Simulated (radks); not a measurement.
# H⁻ held by a Watson sphere

Aim: the size and levels of H⁻ inside a shell of charge +1 and radius R, which stands for the Madelung well of a crystal, for several R.

Method: non-relativistic Kohn-Sham, r2SCAN, spin-polarised, spherical densities, point nucleus. Code: radks (a radial shooting solver on a logarithmic mesh, Libxc functionals) version 1.

## Step 1: What is computed

```
element       : hydrogen (Z = 1)
charge        : -1
electrons     : 2
configuration : [He]
```

The outer shells:

H⁻
```
1s [↑↓]
```

## Step 2: R = 1.52 bohr

The run's settings:

```text
Z 1
configuration [He]
relativity non-relativistic
functional r2scan,r2scan
spin polarised
nucleus point
watson charge 1 radius 1.52 bohr
```

## Step 3: R = 1.8 bohr

Changes since step 2:

```diff
@@ -6,2 +6,2 @@
 nucleus point
-watson charge 1 radius 1.52 bohr
+watson charge 1 radius 1.8 bohr
```

## Step 4: R = 1.82 bohr

Changes since step 3:

```diff
@@ -6,2 +6,2 @@
 nucleus point
-watson charge 1 radius 1.8 bohr
+watson charge 1 radius 1.82 bohr
```

## Step 5: R = 2.14 bohr

Changes since step 4:

```diff
@@ -6,2 +6,2 @@
 nucleus point
-watson charge 1 radius 1.82 bohr
+watson charge 1 radius 2.14 bohr
```

## Step 6: R = 2.43 bohr

Changes since step 5:

```diff
@@ -6,2 +6,2 @@
 nucleus point
-watson charge 1 radius 2.14 bohr
+watson charge 1 radius 2.43 bohr
```

## Step 7: R = 2.52 bohr

Changes since step 6:

```diff
@@ -6,2 +6,2 @@
 nucleus point
-watson charge 1 radius 2.43 bohr
+watson charge 1 radius 2.52 bohr
```

## Step 8: R = 3.14 bohr

Changes since step 7:

```diff
@@ -6,2 +6,2 @@
 nucleus point
-watson charge 1 radius 2.52 bohr
+watson charge 1 radius 3.14 bohr
```

## Step 9: R = 3.27 bohr

Changes since step 8:

```diff
@@ -6,2 +6,2 @@
 nucleus point
-watson charge 1 radius 3.14 bohr
+watson charge 1 radius 3.27 bohr
```

## Step 10: R = 3.28 bohr

Changes since step 9:

```diff
@@ -6,2 +6,2 @@
 nucleus point
-watson charge 1 radius 3.27 bohr
+watson charge 1 radius 3.28 bohr
```

Before running it: what results should come out? Wanted: for each run, R; highest level; its <r>; sum of <r²>.

The runs gave:

| R (bohr) | highest level (eV) | its <r> (bohr) | sum of <r²> (bohr²) |
| --- | --- | --- | --- |
| 1.52 | -8.434 | 1.611 | 6.849 |
| 1.8 | -7.639 | 1.715 | 7.778 |
| 1.82 | -7.588 | 1.722 | 7.843 |
| 2.14 | -6.838 | 1.828 | 8.874 |
| 2.43 | -6.261 | 1.912 | 9.774 |
| 2.52 | -6.098 | 1.937 | 10.05 |
| 3.14 | -5.138 | 2.084 | 11.81 |
| 3.27 | -4.967 | 2.111 | 12.16 |
| 3.28 | -4.954 | 2.113 | 12.19 |

What this shows: From R = 1.52 to 3.28 bohr the top level moves from -8.434 to -4.954 eV and its mean radius from 1.61 to 2.11 bohr. A wider sphere makes a shallower well, so the ion swells.
